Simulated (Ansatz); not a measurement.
# CH6O2Si (SMILES C[SiH](O)O): HSE06/cc-pVDZ

What is the vertical ionisation energy of CH6O2Si at HSE06/cc-pVDZ? 

The results are computed with Ansatz 0.2.0.

59 further runs of the same task are left out: 59 set aside as unsound or not needed.

## (1) The molecule

CH6O2Si: 10 atoms, total charge 0, spin state singlet. SMILES: `C[SiH](O)O`. The shape is that of a PBE0-D4/def2-TZVP optimisation. This is one conformer, not always the lowest.

Bond lengths: C1–Si2 1.852 Å, Si2–O3 1.647 Å, Si2–O4 1.646 Å, C1–H5 1.093 Å, C1–H6 1.093 Å, C1–H7 1.092 Å, Si2–H8 1.484 Å, O3–H9 0.958 Å, O4–H10 0.958 Å. Some angles: C1–Si2–O3 105.2°, C1–Si2–O4 112.8°, O3–Si2–O4 112.2°, C1–Si2–H8 113.0°, O3–Si2–H8 110.8°, O4–Si2–H8 103.1°, Si2–C1–H5 111.0°, Si2–C1–H6 110.6°, Si2–C1–H7 110.8°, Si2–O3–H9 117.2°.

## (2) A single-point energy at HSE06/cc-pVDZ

The input, input.yaml:

```yaml
crystal:
  periodic: [false, false, false]
  atoms:
    - {symbol: C, position_ang: [-1.293000, 0.347800, -0.146400]}
    - {symbol: Si, position_ang: [0.517500, 0.180000, 0.206800]}
    - {symbol: O, position_ang: [0.650400, -1.156000, 1.160800]}
    - {symbol: O, position_ang: [1.425000, 0.058500, -1.161600]}
    - {symbol: H, position_ang: [-1.681100, -0.549800, -0.635600]}
    - {symbol: H, position_ang: [-1.853400, 0.489100, 0.780800]}
    - {symbol: H, position_ang: [-1.484400, 1.203800, -0.797400]}
    - {symbol: H, position_ang: [1.088600, 1.369900, 0.884700]}
    - {symbol: H, position_ang: [1.521500, -1.366900, 1.499800]}
    - {symbol: H, position_ang: [1.192100, -0.627600, -1.788900]}
basis:
  gaussian: {orbitals: cc-pVDZ}
hamiltonian: {xc: {name: HSE06}}
accuracy: high
output: {orbitals: {seedname: orbitals}}
```

Run with:

```bash
$ ansatz run input.yaml --threads 1 --pin off --max-ram 3480MiB --events-out events.jsonl --progress --plain --runs-dir runs
```

The log of the run:

```text
Warning: RAYON_NUM_THREADS=1 ignored (pool sized by the plan → 1); use --threads N
Functional definition: HSE06
  name "HSE06"
  parameter a = 0.25
  parameter omega = 0.11/bohr
  exchange = pbe_x - a*pbe_x_sr(omega) + a*exact_x_sr(omega)
  correlation = pbe_c
2099 factors; integrals over basis functions are off by at most 3.5e-9 eV
97 factors; integrals over basis functions are off by at most 1.3e-9 eV
mean field evaluation 1: about -13089.5011 eV, gradient 7.3e1 eV
mean field evaluation 2: about -13080.6854 eV, gradient 9.9e1 eV
mean field evaluation 4: about -13099.3872 eV, gradient 3.3e0 eV
mean field evaluation 8: about -13099.6231 eV, gradient 2.3e-1 eV
mean field evaluation 16: about -13099.6232 eV, gradient 6.5e-5 eV
mean field -13099.62320664 eV, -481.4022736004 hartree, gradient 8.6e-8 eV, S^2 0.000000; 0 other end points of the search recorded, 0 dependent functions left out
reference -13099.62321008 eV, -481.4022737268 hartree; 21, 21 occupied and 69, 69 virtual orbitals, 2099 factors
Total energy: -13099.62321008 eV, -481.4022737268 hartree
```

Wall time 9.6 s (1 thread of Arm Neoverse V2, shared host); peak memory 0.32 GiB.

## (3) The doublet cation, same level

The input, run.yaml:

```yaml
crystal:
  periodic: [false, false, false]
  atoms:
    - symbol: C
      position_ang: [-1.293000, 0.347800, -0.146400]
    - symbol: Si
      position_ang: [0.517500, 0.180000, 0.206800]
    - symbol: O
      position_ang: [0.650400, -1.156000, 1.160800]
    - symbol: O
      position_ang: [1.425000, 0.058500, -1.161600]
    - symbol: H
      position_ang: [-1.681100, -0.549800, -0.635600]
    - symbol: H
      position_ang: [-1.853400, 0.489100, 0.780800]
    - symbol: H
      position_ang: [-1.484400, 1.203800, -0.797400]
    - symbol: H
      position_ang: [1.088600, 1.369900, 0.884700]
    - symbol: H
      position_ang: [1.521500, -1.366900, 1.499800]
    - symbol: H
      position_ang: [1.192100, -0.627600, -1.788900]
basis:
  gaussian: {orbitals: cc-pVDZ}
total_charge: 1
magnetization: {spin_polarized: true, initial_magnetization: 1}
hamiltonian: {xc: hse06}
accuracy: high
output: {orbitals: {seedname: orbitals}}
```

Run with:

```bash
$ ansatz run run.yaml --threads 1 --pin off --max-ram 3480MiB --events-out events.jsonl --progress --plain --runs-dir runs
```

The log of the run:

```text
Warning: RAYON_NUM_THREADS=1 ignored (pool sized by the plan → 1); use --threads N
Functional definition: HSE06
  name "HSE06"
  parameter a = 0.25
  parameter omega = 0.11/bohr
  exchange = pbe_x - a*pbe_x_sr(omega) + a*exact_x_sr(omega)
  correlation = pbe_c
2098 factors; integrals over basis functions are off by at most 3.5e-9 eV
97 factors; integrals over basis functions are off by at most 1.3e-9 eV
mean field evaluation 1: about -13068.9403 eV, gradient 7.1e1 eV
mean field evaluation 2: about -13027.5702 eV, gradient 1.2e2 eV
mean field evaluation 4: about -13087.5196 eV, gradient 1.6e1 eV
mean field evaluation 8: about -13088.8773 eV, gradient 1.2e0 eV
mean field evaluation 16: about -13089.0967 eV, gradient 6.8e-3 eV
mean field evaluation 32: about -13089.0967 eV, gradient 1.7e-7 eV
mean field -13089.09672258 eV, -481.0154324465 hartree, gradient 3.9e-8 eV, S^2 0.757483; 5 other end points of the search recorded, 0 dependent functions left out
reference -13089.09672608 eV, -481.0154325750 hartree; 21, 20 occupied and 69, 70 virtual orbitals, 2098 factors
Total energy: -13089.09672608 eV, -481.0154325750 hartree
```

It took 27 s on 1 thread of Arm Neoverse V2, shared host; peak memory 0.45 GiB.

## (4) Results

Level: HSE06/cc-pVDZ.

| quantity | value |
| --- | --- |
| singlet CH6O2Si: total energy | -481.40227 Eh |
| singlet CH6O2Si: HOMO energy | -7.89 eV |
| singlet CH6O2Si: LUMO energy | 1.12 eV |
| singlet CH6O2Si: HOMO–LUMO gap | 9.01 eV |
| doublet cation: total energy | -481.01543 Eh |
| doublet cation: HOMO energy (highest over α and β) | -14.57 eV |
| doublet cation: LUMO energy (lowest over α and β) | -13.17 eV |
| doublet cation: ⟨S²⟩ | 0.757 |
| vertical ionisation energy (to the doublet cation) | 10.526 eV |

What this shows: Removing an electron at fixed nuclei costs 10.53 eV (1016 kJ/mol). −ε(HOMO) before ionisation, 7.89 eV, is 2.64 eV below this ionisation energy.
